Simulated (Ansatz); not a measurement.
# SiF4 (silicon tetrafluoride) at MP2/6-311+G(d,p)

Aim: the vertical ionisation energy of SiF4 (silicon tetrafluoride) at MP2/6-311+G**, from 2 runs. 

The results are computed with Ansatz 0.2.0.

19 further runs of the same task are left out: 2 that didn't finish, 17 set aside as unsound or not needed.

### 1 The molecule

The species is SiF4 (5 atoms), meant as a singlet with charge 0. SMILES: `F[Si](F)(F)F`. The coordinates come from a PBE0-D4/def2-TZVP relaxation.

Bond lengths: F1–Si2 1.562 Å, Si2–F3 1.562 Å, Si2–F4 1.562 Å, Si2–F5 1.562 Å. Angles: F1–Si2–F3 109.5°, F1–Si2–F4 109.5°, F1–Si2–F5 109.5°, F3–Si2–F4 109.5°, F3–Si2–F5 109.5°, F4–Si2–F5 109.5°.

### 2 The energy at MP2/6-311+G(d,p)

The input, molecule.yaml:

```yaml
crystal:
  periodic: [false, false, false]
  atoms:
    - {symbol: F, position_ang: [0.143200, -0.791930, 1.338460]}
    - {symbol: Si, position_ang: [0.000000, -0.000000, -0.000000]}
    - {symbol: F, position_ang: [-1.047100, 1.144420, 0.181750]}
    - {symbol: F, position_ang: [-0.477230, -0.967810, -1.129040]}
    - {symbol: F, position_ang: [1.381130, 0.615320, -0.391170]}
basis:
  gaussian:
    orbitals: 6-311+G_st__st_-spherical.json
accuracy: high
correlation:
  method: mp2
  frozen_orbitals: {F: 1, Si: 5}
```

The basis set 6-311+G** is read from a file made from the Basis Set Exchange's data (not shown).

The run is started by

```sh
$ ansatz run molecule.yaml --threads 1 --pin off --max-ram 3480MiB --events-out events.jsonl --progress --plain --runs-dir runs
```

What it wrote:

```text
Warning: RAYON_NUM_THREADS=1 ignored (pool sized by the plan → 1); use --threads N
Functional definition: HF
  name "HF"
  exchange = exact_x
  correlation = 0
2151 factors; integrals over basis functions are off by at most 1.8e-8 eV
mean field evaluation 1: about -18693.1714 eV, gradient 4.6e1 eV
mean field evaluation 2: about -18693.2316 eV, gradient 4.6e1 eV
mean field evaluation 4: about -18696.2659 eV, gradient 1.8e0 eV
mean field evaluation 8: about -18696.2816 eV, gradient 4.1e-2 eV
mean field -18696.28164001 eV, -687.0756774754 hartree, gradient 3.7e-8 eV, S^2 0.000000; 0 other end points of the search recorded, 0 dependent functions left out
9 core orbitals not correlated: weight in the atoms' cores, before any rotation towards them, 1.000 or more for the frozen orbitals, at most 0.000 for the correlated occupied ones
reference -18696.28164001 eV, -687.0756774754 hartree; 16, 16 occupied and 93, 93 virtual orbitals, 2151 factors
second order -24.86057067 eV of doubles, -0.00000000 eV of singles
Total energy: -18721.14221068 eV, -687.9892865965 hartree
```

Wall time 4.5 s (1 thread of Arm Neoverse V2, shared host); peak memory 0.35 GiB.

### 3 The doublet cation, same level

The input, run.yaml:

```yaml
crystal:
  periodic: [false, false, false]
  atoms:
    - {symbol: F, position_ang: [0.143200, -0.791930, 1.338460]}
    - {symbol: Si, position_ang: [0.000000, -0.000000, -0.000000]}
    - {symbol: F, position_ang: [-1.047100, 1.144420, 0.181750]}
    - {symbol: F, position_ang: [-0.477230, -0.967810, -1.129040]}
    - {symbol: F, position_ang: [1.381130, 0.615320, -0.391170]}
basis:
  gaussian:
    orbitals: 6-311+G_st__st_-spherical.json
magnetization:
  spin_polarized: true
  initial_magnetization: 1
correlation:
  method: mp2
  frozen_orbitals: {F: 1, Si: 5}
total_charge: 1
accuracy: high
```

The basis set 6-311+G** is read from a file made from the Basis Set Exchange's data (not shown).

The run is started by

```sh
$ ansatz run run.yaml --threads 1 --pin off --max-ram 3480MiB --events-out events.jsonl --progress --plain --runs-dir runs
```

What it wrote, cut to the lines that bear on the results:

```text
Warning: RAYON_NUM_THREADS=1 ignored (pool sized by the plan → 1); use --threads N
[... 2 set-up lines as earlier in the session ...]
[...]
2151 factors; integrals over basis functions are off by at most 1.8e-8 eV
[...]
mean field -18680.49942095 eV, -686.4956916225 hartree, gradient 2.5e-8 eV, S^2 0.754362; 21 other end points of the search recorded, 0 dependent functions left out
9 core orbitals not correlated: weight in the atoms' cores, before any rotation towards them, 1.000 or more for the frozen orbitals, at most 0.000 for the correlated occupied ones
reference -18680.49942095 eV, -686.4956916225 hartree; 16, 15 occupied and 93, 94 virtual orbitals, 2151 factors
second order -23.50669827 eV of doubles, -0.00000000 eV of singles
Total energy: -18704.00611921 eV, -687.3595468504 hartree
```

Run time: 3.1 min. Hardware: 1 thread of Arm Neoverse V2, shared host; peak memory 0.53 GiB.

### 4 Results

Level: MP2/6-311+G**, 9 core orbitals frozen.

```
                                                   quantity          value
                                 singlet SiF4: total energy  -687.98929 Eh
  singlet SiF4: correlation energy (9 core orbitals frozen)     -913.6 mEh
                               doublet cation: total energy  -687.35955 Eh
doublet cation: correlation energy (9 core orbitals frozen)     -863.9 mEh
          doublet cation: ⟨S²⟩ of the reference determinant          0.754
         vertical ionisation energy (to the doublet cation)      17.136 eV
```

**Reading.** Removing an electron at fixed nuclei costs 17.14 eV (395 kcal/mol).
